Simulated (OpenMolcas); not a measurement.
# Br³⁺: CASSCF and CASPT2 terms and fine-structure levels

Aim: the low terms and levels of Br³⁺, with their order and spacing, then second-order correlation under several settings.

Method: state-averaged CASSCF and CASPT2, spin-orbit coupling by RASSI with atomic mean-field integrals. Code: OpenMolcas 26.06.

**1. The atom as given**

* Species: Br³⁺ (bromine, Z = 35, 32 electrons)
* Basis: ANO-RCC-VDZ [5s4p1d], 22 functions
* Scalar Hamiltonian: DKH2, point nucleus
* Inactive shells: 1s 2s 2p 3s 3p 3d
* Active space: 4 electrons in 4 orbitals (4s 4p)
* Some configurations of this space: 4p4, 4s 4p3, 4s2 4p2
* Orbitals: optimised for the ground-state spin in each parity, averaged over the low roots

Outer shells as boxes (Hund's rule):

4p4
```
4p [↑↓][↑ ][↑ ]
```

4s 4p3
```
4s [↑ ]
4p [↑ ][↑ ][↑ ]
```

4s2 4p2
```
4s [↑↓]
4p [↑ ][↑ ][  ]
```

The work runs as a chain of OpenMolcas steps in one folder; each step below is one input file. Labels, J, g values, rates, χT and fits are worked out afterwards by a script from the matrices that RASSI stores.

**2. Basis and integrals**

Input file a.inp:

```
&GATEWAY
Coord
1

Br 0.0 0.0 0.0
Basis=ANO-RCC-VDZ
Group=XYZ
NoMove
AngMom=0.0 0.0 0.0
AMFI
&SEWARD
```

Command:

```
$ OMP_NUM_THREADS=1 MOLCAS_MEM=2252 MOLCAS_PROJECT=a pymolcas a.inp > a.log
```

**3. Reference wave functions, triplets of even parity, 3 roots**

Input file a.inp:

```
&RASSCF
FileOrb=start.orb
Symmetry=1
Spin=3
nActEl=4 0 0
Inactive=8 6
Ras2=1 3
CIRoot=3 3 1
SDav=6
CIMx=300
Iter=120 100
PrWF=0.3
OrbListing=Nothing
MaxOrb=0
Atom
>>> COPY $Project.JobIph JOB001
```

start.orb holds the contracted functions of the basis, ordered by shell, or the orbitals of the step before.

**4. CASSCF: singlets of even parity, 12 roots**

Input file a.inp:

```
&RASSCF
FileOrb=start.orb
Symmetry=1
Spin=1
nActEl=4 0 0
Inactive=8 6
Ras2=1 3
CIRoot=12 12 1
SDav=12
CIMx=300
Iter=120 100
PrWF=0.3
OrbListing=Nothing
MaxOrb=0
Atom
CIOnly
>>> COPY $Project.JobIph JOB002
```

**5. Reference wave functions, triplets of odd parity, 8 roots**

Input file a.inp:

```
&RASSCF
FileOrb=start.orb
Symmetry=2
Spin=3
nActEl=4 0 0
Inactive=8 6
Ras2=1 3
CIRoot=8 8 1
SDav=9
CIMx=300
Iter=120 100
PrWF=0.3
OrbListing=Nothing
MaxOrb=0
Atom
>>> COPY $Project.JobIph JOB003
```

**6. CASSCF: quintets of odd parity, 1 root**

Input file a.inp:

```
&RASSCF
FileOrb=start.orb
Symmetry=2
Spin=5
nActEl=4 0 0
Inactive=8 6
Ras2=1 3
CIRoot=1 1 1
SDav=1
CIMx=300
Iter=120 100
PrWF=0.3
OrbListing=Nothing
MaxOrb=0
Atom
CIOnly
>>> COPY $Project.JobIph JOB004
```

**7. Reference wave functions, singlets of odd parity, 8 roots**

Input file a.inp:

```
&RASSCF
FileOrb=start.orb
Symmetry=2
Spin=1
nActEl=4 0 0
Inactive=8 6
Ras2=1 3
CIRoot=8 8 1
SDav=8
CIMx=300
Iter=120 100
PrWF=0.3
OrbListing=Nothing
MaxOrb=0
Atom
CIOnly
>>> COPY $Project.JobIph JOB005
```

**8. State interaction with spin-orbit coupling**

Input file a.inp:

```
&RASSI
NrOfJobIphs=4 3 6 8 1
1 2 3
1 2 3 4 5 6
1 2 3 4 5 6 7 8
1
IphNames
JOB001
JOB002
JOB003
JOB004
EJob
SpinOrbit
DIPRint=1.0
SOCoupling=1000.0
Subsets=2
MEES
Property=10
'ANGMOM' 1 'ANGMOM' 2 'ANGMOM' 3 'MLTPL  1' 1 'MLTPL  1' 2 'MLTPL  1' 3
'AMFI' 1 'AMFI' 2 'AMFI' 3 'MLTPL  2' 6
SOProperty=3
'ANGMOM' 1 'ANGMOM' 2 'ANGMOM' 3
```

**9. CASPT2: IPEA 0.4, sigma2 regulariser 0.5 (closed shells correlated: 3d)**

Input file a.inp:

```
>>> COPY JOB001 $Project.JobIph
&CASPT2
Multistate=3 1 2 3
Frozen=3 6
IPEA=0.4
Sig2=0.5
MaxIter=60
WThr=0.0 0.3 0.05
PrWF=0.5
NoMix
>>> COPY JOB002 $Project.JobIph
&CASPT2
Multistate=6 1 2 3 4 5 6
Frozen=3 6
IPEA=0.4
Sig2=0.5
MaxIter=60
WThr=0.0 0.3 0.05
PrWF=0.5
NoMix
>>> COPY JOB003 $Project.JobIph
&CASPT2
Multistate=8 1 2 3 4 5 6 7 8
Frozen=3 6
IPEA=0.4
Sig2=0.5
MaxIter=60
WThr=0.0 0.3 0.05
PrWF=0.5
NoMix
>>> COPY JOB004 $Project.JobIph
&CASPT2
Multistate=1 1
Frozen=3 6
IPEA=0.4
Sig2=0.5
MaxIter=60
WThr=0.0 0.3 0.05
PrWF=0.5
NoMix
```

**10. CASPT2: IPEA 0.4, imaginary shift 0.3 (closed shells correlated: none)**

a.inp, as its differences from that of step 9:

```diff
@@ -3,5 +3,5 @@
 Multistate=3 1 2 3
-Frozen=3 6
+Frozen=8 6
 IPEA=0.4
-Sig2=0.5
+Imaginary=0.3
 MaxIter=60
@@ -13,5 +13,5 @@
 Multistate=6 1 2 3 4 5 6
-Frozen=3 6
+Frozen=8 6
 IPEA=0.4
-Sig2=0.5
+Imaginary=0.3
 MaxIter=60
@@ -23,5 +23,5 @@
 Multistate=8 1 2 3 4 5 6 7 8
-Frozen=3 6
+Frozen=8 6
 IPEA=0.4
-Sig2=0.5
+Imaginary=0.3
 MaxIter=60
@@ -33,5 +33,5 @@
 Multistate=1 1
-Frozen=3 6
+Frozen=8 6
 IPEA=0.4
-Sig2=0.5
+Imaginary=0.3
 MaxIter=60
```

**11. CASPT2: IPEA 0.3, imaginary shift 0.25 (closed shells correlated: 3s 3p 3d)**

Input file a.inp:

```
>>> COPY JOB001 $Project.JobIph
&CASPT2
Multistate=3 1 2 3
NoMult
Frozen=2 3
IPEA=0.3
Imaginary=0.25
MaxIter=60
WThr=0.0 0.3 0.05
PrWF=0.5
NoMix
>>> COPY JOB002 $Project.JobIph
&CASPT2
Multistate=6 1 2 3 4 5 6
NoMult
Frozen=2 3
IPEA=0.3
Imaginary=0.25
MaxIter=60
WThr=0.0 0.3 0.05
PrWF=0.5
NoMix
>>> COPY JOB003 $Project.JobIph
&CASPT2
Multistate=8 1 2 3 4 5 6 7 8
NoMult
Frozen=2 3
IPEA=0.3
Imaginary=0.25
MaxIter=60
WThr=0.0 0.3 0.05
PrWF=0.5
NoMix
>>> COPY JOB004 $Project.JobIph
&CASPT2
Multistate=1 1
Frozen=2 3
IPEA=0.3
Imaginary=0.25
MaxIter=60
WThr=0.0 0.3 0.05
PrWF=0.5
NoMix
```

(Steps that only read results are left out.)

What does the calculation give? Wanted: lowest level; first excited level; lowest level of another term; spin-orbit lowering of the lowest level; strongest of the lines computed, by gA, at CASSCF energies.

**Answer**, as computed:

| quantity | value |
| --- | --- |
| method | SS-CASPT2, IPEA 0.4, sigma2 regulariser 0.5 (closed shells correlated: 3d) |
| lowest level | 4s2 4p2 3P0, 98 % of that term |
| ground level listed by NIST | 3P0 |
| first excited level | 4s2 4p2 3P1 at 0.280 eV |
| lowest level of another term | 4s2 4p2 1D2 at 2.262 eV |
| spin-orbit lowering of the lowest level | 0.4771 eV |
| strongest of the lines computed, by gA, at CASSCF energies | 4s 4p3 3P* 2 → 4s2 4p2 3P2, 77.93 nm, A = 3.82e+09 s⁻¹ |

What each method costs and misses:

| method | time of its own steps | time with the reference | mean absolute difference from method B (cm-1) |
| --- | --- | --- | --- |
| A. CASSCF | 10 s | 10 s | 120 |
| B. SS-CASPT2, IPEA 0.4, sigma2 regulariser 0.5, +3d | 2 s | 12 s | 0 |
| C. SS-CASPT2, IPEA 0.4, imaginary shift 0.3, +none | 1.6 s | 12 s | 40 |
| D. SS-CASPT2, IPEA 0.3, imaginary shift 0.25, +3s 3p 3d | 2.1 s | 12 s | 23 |

Times are of one thread on a shared host.

**Reading.** The multiplet 3P is regular; its intervals divided by the larger J differ by 48 % of their mean, where Landé's rule for pure LS coupling makes them equal. Second-order correlation (method B) scales the levels of the lowest configuration above 5000 cm⁻¹ by 0.99 to 1.00. Only the configurations of the active space and the roots asked for are present. The singlets, quintets rest on orbitals optimised for another spin in at least one step, which raises them against the optimised states. Not all states of the active space went into the spin-orbit step. CASPT2 does not keep the components of a term degenerate, and the means are used. No d shell is active. The basis is small and contracted for the neutral atom, so it is rough for this charge. Levels of other configurations are missing from the list.
